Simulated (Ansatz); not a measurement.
# Be3Te: the cost of one run

Method: DFT PBE, scalar-relativistic, plane waves, PAW, unless a step names another level, in Ansatz 0.2.0.

1 further run of the same task is left out (it didn't finish).

### 1 The starting structure

It takes space group P3 (No. 143, trigonal). The conventional cell has a = 3.907 Å, b = 3.907 Å, c = 13.842 Å, α = 90.00°, β = 90.00°, γ = 120.00°. Be (site symmetry 3) is surrounded by 3 Be at 2.35 Å and 3 Te at 2.46 Å. Around Be (site symmetry 1) lie 10 Be at 2.19 to 2.35 Å. Be (site symmetry 1) is surrounded by 9 Be at 2.20 to 2.28 Å and 1 Te at 2.79 Å. Around Be (site symmetry 3) lie 4 Te at 2.43 Å. Be (site symmetry 3) has 4 Te at 2.41 to 2.45 Å as nearest neighbours. Around Te (site symmetry 3) lie 6 Be at 2.43 to 2.79 Å. Te (site symmetry 3) is surrounded by 4 Be at 2.45 to 2.46 Å. Te (site symmetry 3) is surrounded by 4 Be at 2.41 to 2.43 Å.

As a file:

```cif
data_structure
_symmetry_space_group_name_H-M 'P 1'
_symmetry_Int_Tables_number 1
_cell_length_a 3.9067
_cell_length_b 3.9067
_cell_length_c 13.8421
_cell_angle_alpha 90.000
_cell_angle_beta 90.000
_cell_angle_gamma 120.000
_cell_volume 182.96
loop_
_atom_site_label
_atom_site_type_symbol
_atom_site_fract_x
_atom_site_fract_y
_atom_site_fract_z
_atom_site_occupancy
Be1 Be 0.66667 0.33333 0.00586 1
Be2 Be 0.99094 0.65705 0.86315 1
Be3 Be 0.34295 0.33389 0.86315 1
Be4 Be 0.66611 0.00906 0.86315 1
Be5 Be 0.00268 0.33196 0.73408 1
Be6 Be 0.32928 0.99732 0.73408 1
Be7 Be 0.66804 0.67072 0.73408 1
Be8 Be 0.33333 0.66667 0.49165 1
Be9 Be 0.00000 0.00000 0.25381 1
Te1 Te 0.66667 0.33333 0.55604 1
Te2 Te 0.00000 0.00000 0.07703 1
Te3 Te 0.33333 0.66667 0.31591 1
```

It came out lowest among 32 distinct ends of the trial cells. At a tolerance of 0.05 Å it has space group P3 (No. 143).

### 2 Kick test: the unmoved cell on a coarse mesh

Contents of input.yaml:

```yaml
crystal:
  lattice:
    - [3.9067278683, 0.0, 0.0]
    - [-1.9533639342, 3.3833255797, 0.0]
    - [0.0, 0.0, 13.8421134941]
  atoms:
    - { symbol: Be, position: [0.6666666667, 0.3333333333, 0.0058633061] }
    - { symbol: Be, position: [0.9909379453, 0.6570495491, 0.8631532788] }
    - { symbol: Be, position: [0.3429504509, 0.3338883962, 0.8631532788] }
    - { symbol: Be, position: [0.6661116038, 0.0090620547, 0.8631532788] }
    - { symbol: Be, position: [0.0026834073, 0.3319644619, 0.7340801466] }
    - { symbol: Be, position: [0.3292810546, 0.9973165927, 0.7340801466] }
    - { symbol: Be, position: [0.6680355381, 0.6707189454, 0.7340801466] }
    - { symbol: Be, position: [0.3333333333, 0.6666666667, 0.4916494899] }
    - { symbol: Be, position: [1.0, 1.0, 0.2538055339] }
    - { symbol: Te, position: [0.6666666667, 0.3333333333, 0.5560396314] }
    - { symbol: Te, position: [1.0, 1.0, 0.0770341391] }
    - { symbol: Te, position: [0.3333333333, 0.6666666667, 0.3159076234] }
basis:
  ecutwfc: 420
kpoints:
  mp_grid: { grid: [6, 6, 2] }
hamiltonian:
  xc: pbe
scf:
  occupations: { method: gaussian, width: 0.2 }
  lower_state_search: "off"
output:
  forces: true
  stress: true
  eigenvalues: true
```

Command:

```sh
> ansatz run input.yaml --threads 1 --pin off --max-ram 2560MiB --backend cpu --events-out ev --progress --plain --runs-dir out
```

**Question.** How long does this run take on 1 thread of Arm Neoverse V2, shared host, and how much memory does it need?

About 11 s, with a peak of 0.39 GiB.
